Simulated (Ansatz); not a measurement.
# C₂H₃BClN, SMILES CB(Cl)C#N: a geometry optimisation

With the Python package of Ansatz (0.2.0).

Notebook, run cell by cell (the value of a cell's last expression is shown):

In [1]:
```python
import itertools

import ansatz as az
from ase.data import atomic_numbers, covalent_radii
import numpy as np
```

In [2]:
```python
BASIS_SET = "cc-pVDZ"
FUNCTIONAL = "pbe0"
```

In [3]:
```python
mol = (
    az.Crystal.molecule()
    .atom("C", (-0.4994, -0.6818, 0.6774))
    .atom("B", (0.5572, 0.0969, -0.2012))
    .atom("Cl", (2.2988, -0.3953, -0.0752))
    .atom("C", (0.236, 1.2412, -1.1617))
    .atom("N", (-0.137, 2.0758, -1.8979))
    .atom("H", (-0.0783, -1.4046, 1.2939))
    .atom("H", (-1.0311, 0.102, 1.324))
    .atom("H", (-1.254, -1.0913, -0.0151))
)
```

In [4]:
```python
job = mol.calculation().basis(gaussian=BASIS_SET).functional(FUNCTIONAL)
symbols = [site.symbol for site in mol.cartesian_sites]
start = np.array([site.position_ang for site in mol.cartesian_sites], dtype=float)
def progress(event):
    if event["event"] == "relax_step":
        row = event["data"]
        print(f"step {row['step']:3d}  E = {row['lagrangian_ev']:.6f} eV  largest force component {row['allowed_force_max_ev_ang']:.4f} eV/A")
```

In [5]:
```python
rep = job.relax(force_tolerance=0.02).session().plan().execute(on_event=progress).report
end = np.array(rep["positions_ang"])
```
```text
step   1  E = -16803.628887 eV  largest force component 3.2596 eV/A
step   2  E = -16803.782301 eV  largest force component 0.9557 eV/A
step   3  E = -16803.804267 eV  largest force component 0.2319 eV/A
step   4  E = -16803.804629 eV  largest force component 0.2171 eV/A
step   5  E = -16803.803580 eV  largest force component 0.3198 eV/A
step   6  E = -16803.811909 eV  largest force component 0.0113 eV/A
```

In [6]:
```python
print("reference energy %16.6f eV" % rep["reference_energy_ev"])
print("total energy     %16.6f eV" % rep["free_energy_ev"])
print("occupied orbitals outside the frozen core (up, down):", rep["n_occupied"], " frozen:", rep["n_frozen"], " virtual:", rep["n_virtual"])
```
```text
reference energy    -16803.811930 eV
total energy        -16803.811930 eV
occupied orbitals outside the frozen core (up, down): [22, 22]  frozen: 0  virtual: [67, 67]
```

In [7]:
```python
radius = [covalent_radii[atomic_numbers[s]] for s in symbols]
span = lambda where, i, j: np.linalg.norm(where[i] - where[j])
bonded = [(i, j) for i, j in itertools.combinations(range(len(symbols)), 2) if min(span(start, i, j), span(end, i, j)) < 1.2 * (radius[i] + radius[j])]
print("pair        before    after (A)")
for i, j in bonded:
    print(f"{symbols[i]}{i}-{symbols[j]}{j}".ljust(10), f"{span(start, i, j):8.4f} {span(end, i, j):8.4f}")

charges = rep["charge_distribution"]
dipole = np.array(charges["dipole_moment_e_ang"]) * 4.803205
print("dipole (D): {:.3f} {:.3f} {:.3f}, length {:.3f}".format(*dipole, np.linalg.norm(dipole)))
print("atom  Mulliken   Lowdin")
for symbol, m, l in zip(symbols, charges["mulliken_charges_e"], charges["lowdin_charges_e"]):
    print(f"{symbol:4s} {m:9.3f} {l:8.3f}")
```
```text
pair        before    after (A)
C0-B1        1.5795   1.5505
C0-H5        1.0392   1.0974
C0-H6        1.1468   1.1052
C0-H7        1.1030   1.1044
B1-Cl2       1.8142   1.7537
B1-C3        1.5281   1.5451
C3-N4        1.1737   1.1628
dipole (D): -0.518 -2.178 2.099, length 3.069
atom  Mulliken   Lowdin
C       -0.143    0.044
B        0.124   -0.749
Cl      -0.064    0.499
C       -0.039   -0.171
N       -0.123    0.199
H        0.071    0.043
H        0.088    0.068
H        0.086    0.066
```

Notes:
- Total energies depend on the basis set; only differences at equal settings carry meaning.
- The end point is the stationary point reached from this start; no frequency run checks that it is a minimum, and the basis set is modest.
- The Löwdin charges here are taken after orthogonalising the functions within each atom; they differ from plain Löwdin charges, and their signs can be unphysical.
- Run time: 33 s on 1 thread of Arm Neoverse V1, on a shared host, peak memory 0.25 GiB.

(Lines on the test bed's own set-up are left out of the output.)
